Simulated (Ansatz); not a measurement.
**SiS (SMILES [Si-]#[S+]), step by step**

Aim: a series of 86 runs (RPA@PBE/cc-pV(D+d)Z, RPA@PBE/cc-pV(T+d)Z, RPA@PBE/cc-pV(Q+d)Z, RPA@PBE/cc-pV(5+d)Z, HF/pc-0, UHF/pc-0, HF/pc-1, UHF/pc-1, and more) of SSi and its partners. The setting varied is the integral approximation, correlated electrons, active orbitals. 

Program for the calculation: Ansatz 0.2.0.

**1. Starting point**

SiS: 2 atoms, total charge 0, spin state singlet. SMILES: `[Si-]#[S+]`. The bond length is the measured one.

Bond lengths: Si1–S2 1.929 Å.

**2. A single-point energy at RPA@PBE/cc-pV(D+d)Z (run 1)**

job.yaml reads:

```yaml
crystal:
  periodic: [false, false, false]
  atoms:
    - {symbol: Si, position_ang: [0.000000, 0.000000, 0.000000]}
    - {symbol: S, position_ang: [0.000000, 0.000000, 1.929321]}
basis:
  gaussian:
    orbitals: cc-pV_D+d_Z.json
magnetization:
  spin_polarized: false
  initial_magnetization: 0
hamiltonian:
  xc: pbe
correlation:
  method: rpa
  frozen_orbitals: {S: 5, Si: 5}
```

The basis set cc-pV(D+d)Z is read from a file made from the Basis Set Exchange's data (not shown).

On the command line:

```
$ ansatz run job.yaml --threads 1 --pin off --max-ram 3480MiB --events-out events.jsonl --progress --plain --runs-dir runs
```

Standard output:

```text
Warning: RAYON_NUM_THREADS=1 ignored (pool sized by the plan → 1); use --threads N
Functional definition: PBE
  name "PBE"
  parameter kappa = 0.804
  parameter beta = 0.06672455060314922
  exchange = pbe_x(kappa = kappa, mu = beta*pi^2/3)
  correlation = pbe_c(beta = beta)
486 factors; integrals over basis functions are off by at most 8.0e-4 eV
mean field evaluation 1: about -18703.0548 eV, gradient 2.2e1 eV
mean field evaluation 2: about -18703.0526 eV, gradient 2.2e1 eV
mean field evaluation 4: about -18704.0799 eV, gradient 1.3e1 eV
mean field evaluation 8: about -18704.7074 eV, gradient 2.2e-1 eV
mean field evaluation 16: about -18692.4647 eV, gradient 2.0e1 eV
mean field -18704.70762719 eV, -687.3853267932 hartree, gradient 6.0e-6 eV, S^2 0.000000; 0 other end points of the search recorded, 0 dependent functions left out
10 core orbitals not correlated: weight in the atoms' cores, before any rotation towards them, 1.000 or more for the frozen orbitals, at most 0.000 for the correlated occupied ones
reference -18679.81294039 eV, -686.4704639273 hartree; 5, 5 occupied and 31, 31 virtual orbitals, 486 factors
Total energy: -18689.38157632 eV, -686.8221048120 hartree
```

It took 0.95 s on 1 thread of Arm Neoverse V1, shared host.

**3. The S atom: the energy at RPA@PBE/cc-pV(D+d)Z (run 2)**

in.yaml reads:

```yaml
crystal:
  periodic: [false, false, false]
  atoms:
    - {symbol: S, position_ang: [0.000000, 0.000000, 0.000000]}
basis:
  gaussian: {orbitals: cc-pV_D+d_Z.json}
magnetization: {spin_polarized: true, initial_magnetization: 2}
hamiltonian: {xc: {name: PBE}}
correlation: {method: rpa, frozen_orbitals: {S: 5}}
```

The basis set cc-pV(D+d)Z is read from a file made from the Basis Set Exchange's data (not shown).

On the command line:

```
$ ansatz run in.yaml --threads 1 --pin off --max-ram 3480MiB --events-out events.jsonl --progress --plain --runs-dir runs
```

Standard output:

```text
Warning: RAYON_NUM_THREADS=1 ignored (pool sized by the plan → 1); use --threads N
[... 6 set-up lines as earlier in the session ...]
138 factors; integrals over basis functions are off by at most 1.0e-4 eV
mean field evaluation 1: about -10828.1386 eV, gradient 3.9e0 eV
mean field evaluation 2: about -10828.1375 eV, gradient 3.9e0 eV
mean field evaluation 4: about -10828.2421 eV, gradient 2.8e-1 eV
mean field evaluation 8: about -10828.2414 eV, gradient 5.5e-4 eV
mean field evaluation 16: about -10828.0987 eV, gradient 4.5e0 eV
mean field evaluation 32: about -10828.2413 eV, gradient 1.2e-1 eV
mean field -10828.24140432 eV, -397.9305319631 hartree, gradient 1.4e-6 eV, S^2 2.002336; 5 other end points of the search recorded, 0 dependent functions left out
5 core orbitals not correlated: weight in the atoms' cores, before any rotation towards them, 1.000 or more for the frozen orbitals, at most 0.000 for the correlated occupied ones
reference -10816.32282302 eV, -397.4925321789 hartree; 4, 2 occupied and 14, 16 virtual orbitals, 138 factors
Total energy: -10821.00720453 eV, -397.6646800242 hartree
```

Wall time 0.73 s (1 thread of Arm Neoverse V1, shared host).

Runs 3 to 17 aren't shown in full; the table further down has their settings and results.

**4. The doublet cation: the energy at UHF/pc-2 (run 18)**

job.yaml reads:

```yaml
crystal:
  periodic: [false, false, false]
  atoms:
    - {symbol: Si, position_ang: [0.000000, 0.000000, 0.000000]}
    - {symbol: S, position_ang: [0.000000, 0.000000, 1.929321]}
basis:
  gaussian:
    orbitals: pc-2.json
total_charge: 1
hamiltonian:
  xc: hf
magnetization:
  spin_polarized: true
  initial_magnetization: 1
```

The basis set pc-2 is read from a file made from the Basis Set Exchange's data (not shown).

On the command line:

```
$ ansatz run job.yaml --threads 1 --pin off --max-ram 3480MiB --events-out events.jsonl --progress --plain --runs-dir runs
```

Standard output:

```text
Warning: RAYON_NUM_THREADS=1 ignored (pool sized by the plan → 1); use --threads N
Functional definition: HF
  name "HF"
  exchange = exact_x
  correlation = 0
634 factors; their error is unknown
mean field evaluation 1: about -18666.2448 eV, gradient 2.3e1 eV
mean field evaluation 2: about -18666.9771 eV, gradient 2.2e1 eV
mean field evaluation 4: about -18670.1626 eV, gradient 1.1e0 eV
mean field evaluation 8: about -18670.1832 eV, gradient 7.3e-2 eV
mean field evaluation 16: about -18666.7459 eV, gradient 2.3e1 eV
mean field evaluation 32: about -18666.2448 eV, gradient 2.3e1 eV
mean field evaluation 64: about -18669.3119 eV, gradient 9.3e0 eV
mean field evaluation 96: about -18671.1453 eV, gradient 7.3e-2 eV
mean field evaluation 128: about -18671.1475 eV, gradient 3.8e-2 eV
mean field evaluation 160: about -18671.1298 eV, gradient 3.8e-1 eV
mean field evaluation 192: about -18671.1395 eV, gradient 3.9e-1 eV
mean field evaluation 224: about -18667.2148 eV, gradient 6.3e-1 eV
mean field -18671.14944650 eV, -686.1520863992 hartree, gradient 1.6e-5 eV, S^2 0.839688; 5 other end points of the search recorded, 0 dependent functions left out
reference -18671.14944650 eV, -686.1520863992 hartree; 15, 14 occupied and 53, 54 virtual orbitals, 634 factors
Total energy: -18671.14944650 eV, -686.1520863992 hartree
```

Wall time 5.1 s (1 thread of Arm Neoverse V1, shared host); peak memory 0.14 GiB.

Runs 19 to 85 aren't shown in full; the table further down has their settings and results.

**5. A single-point energy at SC-NEVPT2(10,10)/def2-TZVP (3 states averaged) (run 86)**

in.yaml reads:

```yaml
crystal:
  periodic: [false, false, false]
  atoms:
    - {symbol: Si, position_ang: [0.000000, 0.000000, 0.000000]}
    - {symbol: S, position_ang: [0.000000, 0.000000, 1.929321]}
basis:
  gaussian:
    orbitals: def2-TZVP
correlation:
  method: sc_nevpt2
  active_space:
    window: {electrons: 10, orbitals: 10}
    states: [{multiplicity: 1, weights: [1, 1, 1]}]
```

On the command line:

```
$ ansatz run in.yaml --threads 1 --pin off --max-ram 3480MiB --events-out events.jsonl --progress --plain --runs-dir runs
```

Standard output:

```text
Warning: RAYON_NUM_THREADS=1 ignored (pool sized by the plan → 1); use --threads N
[... 4 set-up lines as earlier in the session ...]
822 factors; integrals over basis functions are off by at most 1.8e-7 eV
mean field evaluation 1: about -18679.3209 eV, gradient 1.8e1 eV
mean field evaluation 2: about -18679.3306 eV, gradient 1.8e1 eV
mean field evaluation 4: about -18680.5020 eV, gradient 1.4e0 eV
mean field evaluation 8: about -18680.5150 eV, gradient 6.0e-5 eV
mean field -18680.51499334 eV, -686.4962638976 hartree, gradient 3.8e-6 eV, S^2 0.000000; 0 other end points of the search recorded, 0 dependent functions left out
reference -18680.51499334 eV, -686.4962638976 hartree; 15, 15 occupied and 59, 59 virtual orbitals, 822 factors
state -18683.09796759 eV, -686.5911864502 hartree
state -18678.92267043 eV, -686.4377471099 hartree
state -18678.82729949 eV, -686.4342422925 hartree
state -18683.09796759 eV, -686.5911864502 hartree; corrected -18687.42988667 eV, -686.7503815401 hartree
state -18678.92267043 eV, -686.4377471099 hartree; corrected -18683.04031228 eV, -686.5890676566 hartree
state -18678.82729949 eV, -686.4342422925 hartree; corrected -18682.97932854 eV, -686.5868265457 hartree
Total energy: -18684.48317583 eV, -686.6420919141 hartree
```

Run time: 50 s. Hardware: 1 thread of Arm Neoverse V1, shared host; peak memory 0.19 GiB.

The roots found:

| excited state | energy (eV) |
| --- | --- |
| 1 | 4.390 |
| 2 | 4.451 |

[end of part 1 of 2]
